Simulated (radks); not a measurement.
# Filling a Woods-Saxon well (radius 4.01 bohr*, depth 11.3 hartree*, edge 0.21 bohr*): electrons 1 to 7

Aim: add electrons one at a time to a Woods-Saxon well (radius 4.01 bohr*, depth 11.3 hartree*, edge 0.21 bohr*), try the lowest free levels for each, keep the configuration of least energy, and see where shells close.

Program: radks, version 2. Model: non-relativistic spin-polarised Kohn-Sham, LDA (Slater exchange, Perdew-Wang correlation), spherically averaged shells. All values are calculated.

## Step 1: The model

- well: a Woods-Saxon well (radius 4.01 bohr*, depth 11.3 hartree*, edge 0.21 bohr*)
- functional: LDA (Slater exchange, Perdew-Wang correlation)
- levels: named by radial order: 1s, 1p, 1d, 2s, 1f and so on
- units: effective atomic units, hartree* and bohr*
- configuration carried in: none

## Step 2: 1 electrons

Trying: add 1s up. The run's settings:

```ini
kind = woods-saxon
xc = PW
radius = 4.01  # bohr
depth = 11.3  # hartree
edge = 0.21  # bohr
z = 0  # e
electrons = 1
background = 0  # e
configuration = 1s(up 1, down 0)
```

The run is started by

```bash
$ python run_model.py task.json out
```

task.json names the series; the program runs every candidate in turn, and a move starts from the lowest state found so far. In the records, mag is the spin moment and err the last SCF error; their hartree and bohr are effective units.

Results of the run (chosen fields of its result record, rounded):

```text
{
  "status": "converged",
  "energy_total [hartree]": -10.9511536,
  "energy_kinetic [hartree]": 0.2936698,
  "energy_external [hartree]": -11.25587,
  "energy_hartree [hartree]": 0.228752,
  "energy_xc [hartree]": -0.2177021,
  "energy_background [hartree]": 0.0,
  "orbitals [level, occupation, hartree, mean radius in bohr]": [
    ["1s up", 1, -10.7914, 1.95289]
  ],
  "r2_mean [bohr^2]": 4.309744,
  "mag [bohr magneton]": 1,
  "err": 6.7e-10
}
```

Lowest: 1s(up 1, down 0).

## Step 3: 2 electrons

Trying: add 1s down. The run's settings:

```ini
kind = woods-saxon
xc = PW
radius = 4.01  # bohr
depth = 11.3  # hartree
edge = 0.21  # bohr
z = 0  # e
electrons = 2
background = 0  # e
configuration = 1s2
```

Results of the run (chosen fields of its result record, rounded):

```text
{
  "status": "converged",
  "energy_total [hartree]": -21.4995282,
  "energy_kinetic [hartree]": 0.5747411,
  "energy_external [hartree]": -22.4837,
  "energy_hartree [hartree]": 0.868113,
  "energy_xc [hartree]": -0.4586814,
  "energy_background [hartree]": 0.0,
  "orbitals [level, occupation, hartree, mean radius in bohr]": [
    ["1s up", 1, -10.385, 2.05792],
    ["1s down", 1, -10.385, 2.05792]
  ],
  "r2_mean [bohr^2]": 4.730746,
  "mag [bohr magneton]": 0,
  "err": 3e-11,
  "alpha [bohr^3]": 12.57506
}
```

Trying: add 1p up. Changed: configuration = 1s(up 1, down 0) 1p(up 1, down 0).

Result:

```text
{
  "status": "converged",
  "energy_total [hartree]": -21.2504659,
  "energy_kinetic [hartree]": 0.8774903,
  "energy_external [hartree]": -22.44746,
  "energy_hartree [hartree]": 0.8158406,
  "energy_xc [hartree]": -0.4963386,
  "energy_background [hartree]": 0.0,
  "orbitals [level, occupation, hartree, mean radius in bohr]": [
    ["1s up", 1, -10.4515, 2.03647],
    ["1p up", 1, -10.1408, 2.35372]
  ],
  "r2_mean [bohr^2]": 5.280154,
  "mag [bohr magneton]": 2,
  "err": 4.7e-10
}
```

| candidate | configuration | above the lowest (hartree*) |
| --- | --- | --- |
| add 1s down | 1s2 | lowest |
| add 1p up | 1s(up 1, down 0) 1p(up 1, down 0) | 0.249 |

Lowest: 1s2.

## Step 4: N = 3

Trying: add 1p up. The run's settings:

```ini
kind = woods-saxon
xc = PW
radius = 4.01  # bohr
depth = 11.3  # hartree
edge = 0.21  # bohr
z = 0  # e
electrons = 3
background = 0  # e
configuration = 1s2 1p(up 1, down 0)
```

Results of the run (chosen fields of its result record, rounded):

```text
{
  "status": "converged",
  "energy_total [hartree]": -31.4266942,
  "energy_kinetic [hartree]": 1.154902,
  "energy_external [hartree]": -33.64923,
  "energy_hartree [hartree]": 1.816131,
  "energy_xc [hartree]": -0.7485002,
  "energy_background [hartree]": 0.0,
  "orbitals [level, occupation, hartree, mean radius in bohr]": [
    ["1s up", 1, -10.0536, 2.12643],
    ["1p up", 1, -9.77002, 2.40832],
    ["1s down", 1, -10.0148, 2.11904]
  ],
  "r2_mean [bohr^2]": 5.390309,
  "mag [bohr magneton]": 1,
  "err": 1.6e-11
}
```

Trying: add 1d up. Changed: configuration = 1s2 1d(up 1, down 0).

Result:

```text
{
  "status": "converged",
  "energy_total [hartree]": -31.0342524,
  "energy_kinetic [hartree]": 1.526962,
  "energy_external [hartree]": -33.59645,
  "energy_hartree [hartree]": 1.769056,
  "energy_xc [hartree]": -0.7338232,
  "energy_background [hartree]": 0.0,
  "orbitals [level, occupation, hartree, mean radius in bohr]": [
    ["1s up", 1, -10.0664, 2.12453],
    ["1d up", 1, -9.38988, 2.60069],
    ["1s down", 1, -10.0324, 2.1036]
  ],
  "r2_mean [bohr^2]": 5.666122,
  "mag [bohr magneton]": 1,
  "err": 9.6e-10
}
```

| candidate | configuration | above the lowest (hartree*) |
| --- | --- | --- |
| add 1p up | 1s2 1p(up 1, down 0) | lowest |
| add 1d up | 1s2 1d(up 1, down 0) | 0.392 |

Lowest: 1s2 1p(up 1, down 0).

From the same record, its empty bound levels (hartree) and its density (bohr, e/bohr³):

```text
empty: [["1d up", -9.3774], ["2s up", -9.0615], ["1f up", -8.893], ["1p down", -9.729], ["1d down", -9.3367], ["2s down", -9.0349], ["1f down", -8.8535]]
r: [0.09287, 0.3262, 0.5596, 0.793, 1.026, 1.26, 1.493, 1.726, 1.96, 2.193, 2.426, 2.66, 2.893, 3.127, 3.36, 3.593, 3.827, 4.06, 4.293, 4.527]
n: [0.03098, 0.03134, 0.03203, 0.03291, 0.03373, 0.03422, 0.03405, 0.03291, 0.03057, 0.027, 0.02234, 0.017, 0.01165, 0.006908, 0.003385, 0.001273, 0.0003367, 6.189e-05, 8.511e-06, 9.869e-07]
```

## Step 5: 4 electrons

Trying: add 1p up. The run's settings:

```ini
kind = woods-saxon
xc = PW
radius = 4.01  # bohr
depth = 11.3  # hartree
edge = 0.21  # bohr
z = 0  # e
electrons = 4
background = 0  # e
configuration = 1s2 1p(up 2, down 0)
```

Results of the run (chosen fields of its result record, rounded):

```text
{
  "status": "converged",
  "energy_total [hartree]": -41.0361391,
  "energy_kinetic [hartree]": 1.732144,
  "energy_external [hartree]": -44.79295,
  "energy_hartree [hartree]": 3.107331,
  "energy_xc [hartree]": -1.082667,
  "energy_background [hartree]": 0.0,
  "orbitals [level, occupation, hartree, mean radius in bohr]": [
    ["1s up", 1, -9.71583, 2.18339],
    ["1p up", 2, -9.44801, 2.44333],
    ["1s down", 1, -9.64942, 2.17376]
  ],
  "r2_mean [bohr^2]": 5.786756,
  "mag [bohr magneton]": 2,
  "err": 1.5e-09
}
```

Trying: add 1p down. Changed: configuration = 1s2 1p(up 1, down 1).

Result:

```text
{
  "status": "converged",
  "energy_total [hartree]": -41.0021823,
  "energy_kinetic [hartree]": 1.730549,
  "energy_external [hartree]": -44.79,
  "energy_hartree [hartree]": 3.105274,
  "energy_xc [hartree]": -1.048001,
  "energy_background [hartree]": 0.0,
  "orbitals [level, occupation, hartree, mean radius in bohr]": [
    ["1s up", 1, -9.6881, 2.18012],
    ["1p up", 1, -9.41928, 2.44491],
    ["1s down", 1, -9.6881, 2.18012],
    ["1p down", 1, -9.41928, 2.44491]
  ],
  "r2_mean [bohr^2]": 5.794325,
  "mag [bohr magneton]": 0,
  "err": 1.7e-11
}
```

Trying: add 1d up. Changed: configuration = 1s2 1p(up 1, down 0) 1d(up 1, down 0).

Result:

```text
{
  "status": "converged",
  "energy_total [hartree]": -40.6551398,
  "energy_kinetic [hartree]": 2.100808,
  "energy_external [hartree]": -44.74103,
  "energy_hartree [hartree]": 3.054611,
  "energy_xc [hartree]": -1.069527,
  "energy_background [hartree]": 0.0,
  "orbitals [level, occupation, hartree, mean radius in bohr]": [
    ["1s up", 1, -9.72766, 2.17965],
    ["1p up", 1, -9.4588, 2.44234],
    ["1d up", 1, -9.07764, 2.62352],
    ["1s down", 1, -9.66484, 2.15945]
  ],
  "r2_mean [bohr^2]": 5.978921,
  "mag [bohr magneton]": 2,
  "err": 1.8e-09
}
```

Trying: move 1p up to 1p down: the same state as a run above.

| candidate | configuration | above the lowest (hartree*) |
| --- | --- | --- |
| add 1p up | 1s2 1p(up 2, down 0) | lowest |
| add 1p down | 1s2 1p(up 1, down 1) | 0.0340 |
| add 1d up | 1s2 1p(up 1, down 0) 1d(up 1, down 0) | 0.381 |
| move 1p up to 1p down | 1s2 1p(up 1, down 1) | 0.0340 |

Kept: 1s2 1p(up 2, down 0).

## Step 6: N = 5

Trying: add 1p up. The run's settings:

```ini
kind = woods-saxon
xc = PW
radius = 4.01  # bohr
depth = 11.3  # hartree
edge = 0.21  # bohr
z = 0  # e
electrons = 5
background = 0  # e
configuration = 1s2 1p(up 3, down 0)
```

Results of the run (chosen fields of its result record, rounded):

```text
{
  "status": "converged",
  "energy_total [hartree]": -50.3218239,
  "energy_kinetic [hartree]": 2.308591,
  "energy_external [hartree]": -55.91409,
  "energy_hartree [hartree]": 4.732636,
  "energy_xc [hartree]": -1.448963,
  "energy_background [hartree]": 0.0,
  "orbitals [level, occupation, hartree, mean radius in bohr]": [
    ["1s up", 1, -9.37783, 2.23397],
    ["1p up", 3, -9.12318, 2.47533],
    ["1s down", 1, -9.28969, 2.22372]
  ],
  "r2_mean [bohr^2]": 6.075623,
  "mag [bohr magneton]": 3,
  "err": 3e-11
}
```

Trying: add 1p down. Changed: configuration = 1s2 1p(up 2, down 1).

Result:

```text
{
  "status": "converged",
  "energy_total [hartree]": -50.2624283,
  "energy_kinetic [hartree]": 2.305986,
  "energy_external [hartree]": -55.90894,
  "energy_hartree [hartree]": 4.728976,
  "energy_xc [hartree]": -1.388451,
  "energy_background [hartree]": 0.0,
  "orbitals [level, occupation, hartree, mean radius in bohr]": [
    ["1s up", 1, -9.35575, 2.23202],
    ["1p up", 2, -9.1005, 2.47673],
    ["1s down", 1, -9.32767, 2.22917],
    ["1p down", 1, -9.07157, 2.47832]
  ],
  "r2_mean [bohr^2]": 6.08495,
  "mag [bohr magneton]": 1,
  "err": 1.9e-09
}
```

Trying: add 1d up. Changed: configuration = 1s2 1p(up 2, down 0) 1d(up 1, down 0).

Result:

```text
{
  "status": "converged",
  "energy_total [hartree]": -49.951053,
  "energy_kinetic [hartree]": 2.673456,
  "energy_external [hartree]": -55.86299,
  "energy_hartree [hartree]": 4.675643,
  "energy_xc [hartree]": -1.437165,
  "energy_background [hartree]": 0.0,
  "orbitals [level, occupation, hartree, mean radius in bohr]": [
    ["1s up", 1, -9.38871, 2.22949],
    ["1p up", 2, -9.13288, 2.47353],
    ["1d up", 1, -8.76183, 2.64558],
    ["1s down", 1, -9.30332, 2.21064]
  ],
  "r2_mean [bohr^2]": 6.21904,
  "mag [bohr magneton]": 3,
  "err": 3.1e-11
}
```

Trying: move 1p up to 1p down: the same state as a run above.

| candidate | configuration | above the lowest (hartree*) |
| --- | --- | --- |
| add 1p up | 1s2 1p(up 3, down 0) | lowest |
| add 1p down | 1s2 1p(up 2, down 1) | 0.0594 |
| add 1d up | 1s2 1p(up 2, down 0) 1d(up 1, down 0) | 0.371 |
| move 1p up to 1p down | 1s2 1p(up 2, down 1) | 0.0594 |

The series goes on from 1s2 1p(up 3, down 0).

## Step 7: N = 6

Trying: add 1p down. The run's settings:

```ini
kind = woods-saxon
xc = PW
radius = 4.01  # bohr
depth = 11.3  # hartree
edge = 0.21  # bohr
z = 0  # e
electrons = 6
background = 0  # e
configuration = 1s2 1p(up 3, down 1)
```

Results of the run (chosen fields of its result record, rounded):

```text
{
  "status": "converged",
  "energy_total [hartree]": -59.2024241,
  "energy_kinetic [hartree]": 2.88267,
  "energy_external [hartree]": -67.00532,
  "energy_hartree [hartree]": 6.679792,
  "energy_xc [hartree]": -1.759562,
  "energy_background [hartree]": 0.0,
  "orbitals [level, occupation, hartree, mean radius in bohr]": [
    ["1s up", 1, -9.02307, 2.27856],
    ["1p up", 3, -8.77933, 2.50615],
    ["1s down", 1, -8.97231, 2.27425],
    ["1p down", 1, -8.72727, 2.50908]
  ],
  "r2_mean [bohr^2]": 6.317116,
  "mag [bohr magneton]": 2,
  "err": 1.6e-09
}
```

Trying: add 1d up. Changed: configuration = 1s2 1p(up 3, down 0) 1d(up 1, down 0).

Result:

```text
{
  "status": "converged",
  "energy_total [hartree]": -58.920924,
  "energy_kinetic [hartree]": 3.246833,
  "energy_external [hartree]": -66.96194,
  "energy_hartree [hartree]": 6.624593,
  "energy_xc [hartree]": -1.830407,
  "energy_background [hartree]": 0.0,
  "orbitals [level, occupation, hartree, mean radius in bohr]": [
    ["1s up", 1, -9.05147, 2.27519],
    ["1p up", 3, -8.80697, 2.50282],
    ["1d up", 1, -8.4451, 2.66667],
    ["1s down", 1, -8.94748, 2.25769]
  ],
  "r2_mean [bohr^2]": 6.419637,
  "mag [bohr magneton]": 4,
  "err": 4.3e-11
}
```

Trying: add 1d down. Changed: configuration = 1s2 1p(up 3, down 0) 1d(up 0, down 1).

Result:

```text
{
  "status": "converged",
  "energy_total [hartree]": -58.8424513,
  "energy_kinetic [hartree]": 3.242286,
  "energy_external [hartree]": -66.95506,
  "energy_hartree [hartree]": 6.621143,
  "energy_xc [hartree]": -1.750823,
  "energy_background [hartree]": 0.0,
  "orbitals [level, occupation, hartree, mean radius in bohr]": [
    ["1s up", 1, -9.03497, 2.26699],
    ["1p up", 3, -8.78836, 2.4999],
    ["1s down", 1, -8.98079, 2.27392],
    ["1d down", 1, -8.3758, 2.67516]
  ],
  "r2_mean [bohr^2]": 6.426452,
  "mag [bohr magneton]": 2,
  "err": 1.1e-09
}
```

Trying: move 1p up to 1p down. Changed: configuration = 1s2 1p(up 2, down 2).

Result:

```text
{
  "status": "converged",
  "energy_total [hartree]": -59.1766493,
  "energy_kinetic [hartree]": 2.881583,
  "energy_external [hartree]": -67.0031,
  "energy_hartree [hartree]": 6.6782,
  "energy_xc [hartree]": -1.733333,
  "energy_background [hartree]": 0.0,
  "orbitals [level, occupation, hartree, mean radius in bohr]": [
    ["1s up", 1, -9.00045, 2.27682],
    ["1p up", 2, -8.75617, 2.50753],
    ["1s down", 1, -9.00045, 2.27682],
    ["1p down", 2, -8.75617, 2.50753]
  ],
  "r2_mean [bohr^2]": 6.320101,
  "mag [bohr magneton]": 0,
  "err": 5.7e-11
}
```

| candidate | configuration | above the lowest (hartree*) |
| --- | --- | --- |
| add 1p down | 1s2 1p(up 3, down 1) | lowest |
| add 1d up | 1s2 1p(up 3, down 0) 1d(up 1, down 0) | 0.282 |
| add 1d down | 1s2 1p(up 3, down 0) 1d(up 0, down 1) | 0.360 |
| move 1p up to 1p down | 1s2 1p(up 2, down 2) | 0.0258 |

Lowest: 1s2 1p(up 3, down 1).

From the same record, its empty bound levels (hartree) and its density (bohr, e/bohr³):

```text
empty: [["1d up", -8.4184], ["2s up", -8.0155], ["1f up", -7.9601], ["1d down", -8.3672], ["2s down", -7.98], ["1f down", -7.9105]]
r: [0.1005, 0.3532, 0.6058, 0.8584, 1.111, 1.364, 1.616, 1.869, 2.122, 2.374, 2.627, 2.879, 3.132, 3.385, 3.637, 3.89, 4.143, 4.395, 4.648, 4.9]
n: [0.01931, 0.02097, 0.0244, 0.02935, 0.0354, 0.04186, 0.04773, 0.05182, 0.05278, 0.04965, 0.04216, 0.03142, 0.0196, 0.009592, 0.003373, 0.0007709, 0.0001149, 1.293e-05, 1.281e-06, 1.226e-07]
```

## Step 8: Electron number 7

Trying: add 1p down. The run's settings:

```ini
kind = woods-saxon
xc = PW
radius = 4.01  # bohr
depth = 11.3  # hartree
edge = 0.21  # bohr
z = 0  # e
electrons = 7
background = 0  # e
configuration = 1s2 1p(up 3, down 2)
```

Results of the run (chosen fields of its result record, rounded):

```text
{
  "status": "converged",
  "energy_total [hartree]": -67.7739979,
  "energy_kinetic [hartree]": 3.459908,
  "energy_external [hartree]": -78.07474,
  "energy_hartree [hartree]": 8.948721,
  "energy_xc [hartree]": -2.107891,
  "energy_background [hartree]": 0.0,
  "orbitals [level, occupation, hartree, mean radius in bohr]": [
    ["1s up", 1, -8.6725, 2.31978],
    ["1p up", 3, -8.43835, 2.53474],
    ["1s down", 1, -8.64979, 2.31826],
    ["1p down", 2, -8.41517, 2.53611]
  ],
  "r2_mean [bohr^2]": 6.518006,
  "mag [bohr magneton]": 1,
  "err": 9e-10
}
```

Trying: add 1d up. Changed: configuration = 1s2 1p(up 3, down 1) 1d(up 1, down 0).

Result:

```text
{
  "status": "converged",
  "energy_total [hartree]": -67.4681792,
  "energy_kinetic [hartree]": 3.818161,
  "energy_external [hartree]": -78.0292,
  "energy_hartree [hartree]": 8.889451,
  "energy_xc [hartree]": -2.146587,
  "energy_background [hartree]": 0.0,
  "orbitals [level, occupation, hartree, mean radius in bohr]": [
    ["1s up", 1, -8.70053, 2.31705],
    ["1p up", 3, -8.46582, 2.53177],
    ["1d up", 1, -8.11271, 2.68852],
    ["1s down", 1, -8.6326, 2.30504],
    ["1p down", 1, -8.39471, 2.53181]
  ],
  "r2_mean [bohr^2]": 6.603508,
  "mag [bohr magneton]": 3,
  "err": 1.5e-09
}
```

Trying: add 1d down. Changed: configuration = 1s2 1p(up 3, down 1) 1d(up 0, down 1).

Result:

```text
{
  "status": "converged",
  "energy_total [hartree]": -67.4220355,
  "energy_kinetic [hartree]": 3.815487,
  "energy_external [hartree]": -78.02518,
  "energy_hartree [hartree]": 8.887467,
  "energy_xc [hartree]": -2.099814,
  "energy_background [hartree]": 0.0,
  "orbitals [level, occupation, hartree, mean radius in bohr]": [
    ["1s up", 1, -8.68322, 2.30918],
    ["1p up", 3, -8.44656, 2.52897],
    ["1s down", 1, -8.65793, 2.31642],
    ["1p down", 1, -8.42285, 2.5357],
    ["1d down", 1, -8.07083, 2.69328]
  ],
  "r2_mean [bohr^2]": 6.606489,
  "mag [bohr magneton]": 1,
  "err": 1.6e-09
}
```

| candidate | configuration | above the lowest (hartree*) |
| --- | --- | --- |
| add 1p down | 1s2 1p(up 3, down 2) | lowest |
| add 1d up | 1s2 1p(up 3, down 1) 1d(up 1, down 0) | 0.306 |
| add 1d down | 1s2 1p(up 3, down 1) 1d(up 0, down 1) | 0.352 |

Kept: 1s2 1p(up 3, down 2).

## Step 9: Collected

| N | configuration | unpaired | chemical potential (hartree*) | addition energy (hartree*) | rms radius (bohr*) |
| --- | --- | --- | --- | --- | --- |
| 1 | 1s(up 1, down 0) | 1 | -10.95 | 0.403 | 2.08 |
| 2 | 1s2 | 0 | -10.55 | 0.621 | 2.18 |
| 3 | 1s2 1p(up 1, down 0) | 1 | -9.927 | 0.318 | 2.32 |
| 4 | 1s2 1p(up 2, down 0) | 2 | -9.609 | 0.324 | 2.41 |
| 5 | 1s2 1p(up 3, down 0) | 3 | -9.286 | 0.405 | 2.46 |
| 6 | 1s2 1p(up 3, down 1) | 2 | -8.881 | 0.309 | 2.51 |
| 7 | 1s2 1p(up 3, down 2) | 1 | -8.572 | - | 2.55 |

Chemical potential E(N) - E(N-1); addition energy E(N+1) + E(N-1) - 2E(N).

Density of N = 7:

r (bohr*), 1000 × density and a bar:
```
     0.10      16.76 #########
     0.49      20.44 ##########
     0.87      28.56 ##############
     1.26      39.87 ####################
     1.64      51.61 ##########################
     2.03      59.11 ##############################
     2.41      56.92 #############################
     2.80      42.70 ######################
     3.18      21.95 ###########
     3.57       6.11 ###
     3.95       0.67 
     4.34       0.03 
     4.72       0.00 
     5.11       0.00
```

## Step 10: Results

| quantity | value |
| --- | --- |
| closed shells at N | 2 |
| largest addition energy | 0.621 hartree* at N = 2 (of N = 1 to 6) |
| most unpaired electrons | 3 at N = 5 |
| polarisability at N = 2 | 12.58 bohr*³ |
| configuration at N = 7 | 1s2 1p(up 3, down 2) |

In words: All occupied shells are full at N = 2, and the second difference peaks there. Among the lowest states kept at each count, up to 3 electrons are unpaired (N = 5), since exchange favours parallel spins. The model keeps every shell spherical, so real clusters and dots, which can deform, may order levels otherwise.
